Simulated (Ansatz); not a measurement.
# C₃H₅FSi: basis-set convergence

One table from this session's results is given with a row withheld; the runs are named, their logs left out.

Method: one geometry, several basis sets; program: Ansatz 0.2.0, Gaussian basis.

Levels to be run: PBE0-D4/def2-SVP; ωB97M-V/def2-SVP; PBE0-D4/def2-QZVPP; ωB97M-V/def2-QZVPP; the functionals' def2-TZVPP values are taken from earlier runs.

## The relaxed structure

All runs share one geometry, relaxed beforehand with PBE0-D4 in a triple-zeta def2 set.

SMILES `FCC#C[SiH3]`, 10 atoms, charge 0, spin multiplicity 1.

Atoms are counted from 1 here; the program's logs count them from 0.

Bond lengths: F1–C2 1.380 Å, C2–C3 1.451 Å, C2–H6 1.095 Å, C2–H7 1.095 Å, C3–C4 1.208 Å, C4–Si5 1.822 Å, Si5–H8 1.483 Å, Si5–H9 1.483 Å, Si5–H10 1.484 Å. Angles: F1–C2–C3 111.4°, F1–C2–H6 108.1°, F1–C2–H7 108.1°, C3–C2–H6 110.2°, C3–C2–H7 110.2°, H6–C2–H7 108.7°, C2–C3–C4 179.0°, C3–C4–Si5 179.6°, C4–Si5–H8 109.5°, C4–Si5–H9 109.5°, C4–Si5–H10 108.8°, H8–Si5–H9 109.7°, H8–Si5–H10 109.6°, H9–Si5–H10 109.6°.

The first run:

Input file in.yaml:

```yaml
crystal:
  periodic: [false, false, false]
  atoms:
    - {symbol: F, position_ang: [-2.355020, -0.525420, -1.793813]}
    - {symbol: C, position_ang: [-1.073998, -0.034978, -1.942306]}
    - {symbol: C, position_ang: [-0.364904, -0.013765, -0.676952]}
    - {symbol: C, position_ang: [0.241987, 0.011624, 0.367227]}
    - {symbol: Si, position_ang: [1.146233, 0.044030, 1.948547]}
    - {symbol: H, position_ang: [-1.142756, 0.976838, -2.354590]}
    - {symbol: H, position_ang: [-0.547239, -0.671298, -2.660705]}
    - {symbol: H, position_ang: [0.462085, 0.960640, 2.892736]}
    - {symbol: H, position_ang: [1.188776, -1.323013, 2.522155]}
    - {symbol: H, position_ang: [2.527936, 0.524240, 1.700598]}
basis:
  gaussian: {orbitals: def2-SVP}
hamiltonian: {xc: pbe0, dispersion: d4}
output: {orbitals: {seedname: orbitals}}
```

Run with:

```console
$ ansatz run in.yaml --threads 4 --pin off --events-out ev --progress --plain --max-ram 10444MiB
```

Among the steps run: PBE0-D4 in def2-SVP; ωB97M-V in def2-SVP; PBE0-D4 in def2-QZVPP; ωB97M-V in def2-QZVPP.

One of the session's tables, all rows but one given; the rest of the session is left out.

It belongs to the step «Density functionals: the series». 

| functional | basis | HOMO (eV) |
| --- | --- | --- |
| PBE0-D4 | def2-SVP | -8.04 |
| PBE0-D4 | def2-TZVPP | -8.10 |
| PBE0-D4 | def2-QZVPP | -8.12 |
| ωB97M-V | def2-SVP | -10.24 |
| ωB97M-V | def2-TZVPP | -10.32 |
| ωB97M-V | def2-QZVPP | ? |

Q: Estimate the row for ωB97M-V, def2-QZVPP from the others.

The run gave: HOMO (eV): -10.33. In the column «HOMO (eV)» it is the lowest.
